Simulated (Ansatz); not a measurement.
# C6H5Cl: the cost of one run

Method: the levels named in each step, in Ansatz 0.2.0.

### Step 1. The system as given

Bond lengths: Cl1–C2 1.731 Å, C2–C3 1.385 Å, C3–C4 1.384 Å, C4–C5 1.385 Å, C5–C6 1.385 Å, C2–C7 1.385 Å, C6–C7 1.384 Å, C3–H8 1.079 Å, C4–H9 1.080 Å, C5–H10 1.079 Å, C6–H11 1.080 Å, C7–H12 1.079 Å. Angles (14 of 18 angles, heavy atoms first): Cl1–C2–C3 119.5°, Cl1–C2–C7 119.5°, C3–C2–C7 121.0°, C2–C3–C4 119.2°, C3–C4–C5 120.4°, C4–C5–C6 119.9°, C5–C6–C7 120.4°, C2–C7–C6 119.2°, C2–C3–H8 120.0°, C4–C3–H8 120.8°, C3–C4–H9 119.5°, C5–C4–H9 120.2°, C4–C5–H10 120.1°, C6–C5–H10 120.0°.

As a file:

```xyz
12

Cl    2.1447    0.1514    0.0015
C     0.4180    0.0294    0.0025
C    -0.3471    1.1843    0.0166
C    -1.7272    1.0796    0.0140
C    -2.3345   -0.1647   -0.0048
C    -1.5585   -1.3115   -0.0179
C    -0.1773   -1.2213   -0.0172
H     0.1340    2.1498    0.0312
H    -2.3279    1.9765    0.0254
H    -3.4112   -0.2409   -0.0081
H    -2.0273   -2.2838   -0.0306
H     0.4346   -2.1096   -0.0305
```

### Step 2. A rough first relaxation, PBE-D4/def2-SVP

This run stands in another session on the same molecule. It ended at:

```xyz
12

Cl    2.1783    0.1537    0.0035
C     0.4360    0.0308    0.0008
C    -0.3392    1.2017    0.0164
C    -1.7380    1.0942    0.0139
C    -2.3561   -0.1663   -0.0039
C    -1.5671   -1.3274   -0.0194
C    -0.1671   -1.2374   -0.0172
H     0.1568    2.1824    0.0303
H    -2.3487    2.0099    0.0261
H    -3.4535   -0.2437   -0.0058
H    -2.0431   -2.3198   -0.0335
H     0.4618   -2.1388   -0.0293
```

### Step 3. Relaxation, HF/STO-3G

input.yaml reads:

```yaml
crystal:
  periodic: [false, false, false]
  atoms:
    - { symbol: Cl, position_ang: [2.17833637, 0.15370585, 0.00352557] }
    - { symbol: C, position_ang: [0.43603997, 0.03075855, 0.00075485] }
    - { symbol: C, position_ang: [-0.33923483, 1.20168814, 0.01640331] }
    - { symbol: C, position_ang: [-1.7380208, 1.09416545, 0.01394959] }
    - { symbol: C, position_ang: [-2.35613121, -0.16627828, -0.00392012] }
    - { symbol: C, position_ang: [-1.56707591, -1.3274184, -0.0194244] }
    - { symbol: C, position_ang: [-0.16705268, -1.23743833, -0.0172152] }
    - { symbol: H, position_ang: [0.15678311, 2.18241713, 0.03026442] }
    - { symbol: H, position_ang: [-2.34869466, 2.00985976, 0.02614505] }
    - { symbol: H, position_ang: [-3.45351831, -0.24372558, -0.00575321] }
    - { symbol: H, position_ang: [-2.04305183, -2.31979675, -0.0335173] }
    - { symbol: H, position_ang: [0.46182078, -2.13878756, -0.02930258] }
basis:
  gaussian: { orbitals: STO-3G }
hamiltonian:
  xc: hf
relax:
  f_tol: 0.002
  max_steps: 150
```

Started as:

```sh
$ ansatz run input.yaml --threads 4 --pin off --max-ram 10240MiB --backend cpu --events-out ev --progress --plain --runs-dir out
```

What time and memory should one allow on 4 threads of Intel Xeon at 2.50GHz (Skylake/Cascade Lake), shared host?

About 7.8 s, with a peak of 0.12 GiB.
